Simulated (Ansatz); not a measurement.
# C₂H₅GeN: up Jacob's ladder to CCSD(T)

One table from this session's results is given with a row withheld; the runs are named, their logs left out.

Method: functionals in def2-TZVPP, the program's frozen cores in correlated methods; program: Ansatz 0.2.0, Gaussian basis.

The runs, in order: LDA (SPW92), PBE-D4, revPBE-D4, BLYP-D4, r2SCAN-D4, B97M-V, PBE0-D4, B3LYP-D4, r2SCANh-D4, r2SCAN0-D4, HSE06-D4, BHLYP-D4, CAM-B3LYP-D4, LC-ωPBE, ωB97X-V, ωB97M-V, B2PLYP, PBE-QIDH; CCSD(T)/def2-SVP; CCSD(T)/def2-TZVPP; MP2/def2-QZVPP; extrapolation to the limit; RPA on PBE.

**The relaxed structure**

All runs share one geometry, relaxed beforehand with PBE0-D4 in a triple-zeta def2 set.

SMILES `C1=[N][GeH2][CH2]1`, 9 atoms, charge 0, spin multiplicity 1.

Atoms are counted from 1 here; the program's logs count them from 0.

Bond lengths: C1–N2 1.278 Å, C1–C4 1.512 Å, C1–H5 1.098 Å, N2–Ge3 1.910 Å, Ge3–C4 1.983 Å, Ge3–H6 1.538 Å, Ge3–H7 1.538 Å, C4–H8 1.092 Å, C4–H9 1.092 Å. Angles: N2–C1–C4 114.8°, N2–C1–H5 121.7°, C4–C1–H5 123.5°, C1–N2–Ge3 89.9°, N2–Ge3–C4 74.4°, N2–Ge3–H6 115.0°, N2–Ge3–H7 115.0°, C4–Ge3–H6 118.6°, C4–Ge3–H7 118.6°, H6–Ge3–H7 110.9°, C1–C4–Ge3 80.9°, C1–C4–H8 114.5°, C1–C4–H9 114.5°, Ge3–C4–H8 117.9°, Ge3–C4–H9 117.9°, H8–C4–H9 108.9°.

The first run:

in.yaml reads:

```yaml
crystal:
  periodic: [false, false, false]
  atoms:
    - {symbol: C, position_ang: [-0.186793, -0.549715, -1.075063]}
    - {symbol: N, position_ang: [1.035909, -0.182485, -1.141527]}
    - {symbol: Ge, position_ang: [0.903932, 0.560555, 0.613007]}
    - {symbol: C, position_ang: [-0.885366, -0.197111, 0.218468]}
    - {symbol: H, position_ang: [-0.675603, -1.079484, -1.903385]}
    - {symbol: H, position_ang: [1.056471, 2.089143, 0.684061]}
    - {symbol: H, position_ang: [1.776040, -0.127037, 1.676749]}
    - {symbol: H, position_ang: [-1.720495, 0.497355, 0.107037]}
    - {symbol: H, position_ang: [-1.215593, -1.057721, 0.803652]}
basis:
  gaussian: {orbitals: def2-TZVPP}
hamiltonian: {xc: lda}
output: {orbitals: {seedname: orbitals}}
```

Launch:

```sh
$ ansatz run in.yaml --threads 2 --pin off --events-out ev --progress --plain --max-ram 4352MiB
```

Steps of the session up to this table: LDA; PBE-D4 (GGA); revPBE-D4 (GGA); BLYP-D4 (GGA); r2SCAN-D4 (meta-GGA); B97M-V (meta-GGA); B3LYP-D4 (hybrid); r2SCANh-D4 (hybrid); r2SCAN0-D4 (hybrid); HSE06-D4 (hybrid); BHLYP-D4 (hybrid); CAM-B3LYP-D4 (range-separated); LC-ωPBE (range-separated); ωB97X-V (range-separated); ωB97M-V (range-separated); B2PLYP (double hybrid); PBE-QIDH (double hybrid).

One of the session's tables, all rows but one given; the rest of the session is left out.

It belongs to the step «Orbital energies across the functionals». 

| functional | HOMO (eV) | gap (eV) |
| --- | --- | --- |
| LDA (SPW92) | -5.75 | 4.08 |
| PBE-D4 | -5.62 | 4.18 |
| revPBE-D4 | -5.57 | 4.22 |
| BLYP-D4 | -5.51 | 4.21 |
| r2SCAN-D4 | -5.87 | 4.67 |
| B97M-V | -6.01 | 4.92 |
| PBE0-D4 | -6.99 | 6.71 |
| B3LYP-D4 | -6.77 | 6.23 |
| r2SCANh-D4 | -6.39 | 5.61 |
| r2SCAN0-D4 | -7.16 | 7.02 |
| HSE06-D4 | -6.58 | 5.92 |
| BHLYP-D4 | -8.28 | 9.11 |
| CAM-B3LYP-D4 | -8.37 | 9.33 |
| LC-ωPBE | ? | ? |
| ωB97X-V | -9.36 | 11.39 |
| ωB97M-V | -9.28 | 11.05 |

Estimate the missing values for LC-ωPBE.

The run gave: HOMO (eV): -9.69; gap (eV): 11.89. In the column «HOMO (eV)» it is the lowest.
